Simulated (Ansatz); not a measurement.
# CH3ClN2Si: small, medium and large basis sets

One table from this session's results is given with a row withheld; the runs are named, their logs left out.

Program: Ansatz 0.2.0, Gaussian basis. Level of theory: one geometry, several basis sets. These are calculated values, not measurements.

Plan: PBE0-D4/def2-SVP; ωB97M-V/def2-SVP; PBE0-D4/def2-QZVPP; ωB97M-V/def2-QZVPP; the functionals' def2-TZVPP values are taken from earlier runs.

### Structure used throughout

An earlier PBE0-D4 in a triple-zeta def2 set relaxation fixed the geometry.

8 atoms, charge 0, spin multiplicity 1.

Atoms are counted from 1 here; the program's logs count them from 0.

Bond lengths: N1–Si2 1.683 Å, N1–H6 1.006 Å, N1–H7 1.005 Å, Si2–N3 1.775 Å, Si2–C4 1.766 Å, Si2–H8 1.472 Å, N3–C4 1.276 Å, C4–Cl5 1.726 Å. Angles: Si2–N1–H6 124.1°, Si2–N1–H7 122.3°, H6–N1–H7 113.6°, N1–Si2–N3 121.5°, N1–Si2–C4 124.8°, N1–Si2–H8 109.0°, N3–Si2–C4 42.3°, N3–Si2–H8 120.2°, C4–Si2–H8 123.6°, Si2–N3–C4 68.5°, Si2–C4–N3 69.3°, Si2–C4–Cl5 162.8°, N3–C4–Cl5 127.7°.

The first run:

Contents of in.yaml:

```yaml
crystal:
  periodic: [false, false, false]
  atoms:
    - {symbol: N, position_ang: [-0.538728, -0.106628, 1.412843]}
    - {symbol: Si, position_ang: [0.544842, -0.003021, 0.128840]}
    - {symbol: N, position_ang: [0.321999, 1.174110, -1.180872]}
    - {symbol: C, position_ang: [0.089869, -0.016496, -1.577347]}
    - {symbol: Cl, position_ang: [-0.453027, -0.524052, -3.135456]}
    - {symbol: H, position_ang: [-1.528939, 0.046764, 1.329183]}
    - {symbol: H, position_ang: [-0.241004, -0.305438, 2.352096]}
    - {symbol: H, position_ang: [1.897288, -0.322341, 0.615014]}
basis:
  gaussian: {orbitals: def2-SVP}
hamiltonian: {xc: pbe0, dispersion: d4}
output: {orbitals: {seedname: orbitals}}
```

Run with:

```
ansatz run in.yaml --threads 2 --pin off --events-out ev --progress --plain --max-ram 4352MiB
```

Steps of the session up to this table: PBE0-D4 in def2-SVP; ωB97M-V in def2-SVP; PBE0-D4 in def2-QZVPP; ωB97M-V in def2-QZVPP.

One of the session's tables, all rows but one given; the rest of the session is left out.

It belongs to the step «Functionals by basis». 

```
functional       basis  HOMO (eV)
   PBE0-D4    def2-SVP      -6.50
   PBE0-D4  def2-TZVPP      -6.69
   PBE0-D4  def2-QZVPP          ?
   ωB97M-V    def2-SVP      -8.65
   ωB97M-V  def2-TZVPP      -8.87
   ωB97M-V  def2-QZVPP      -8.93
```

Q: Estimate the row for PBE0-D4, def2-QZVPP from the others.

As computed: HOMO (eV): -6.75. In the column «HOMO (eV)» it lies between ωB97M-V, def2-SVP (-8.65) and PBE0-D4, def2-TZVPP (-6.69).
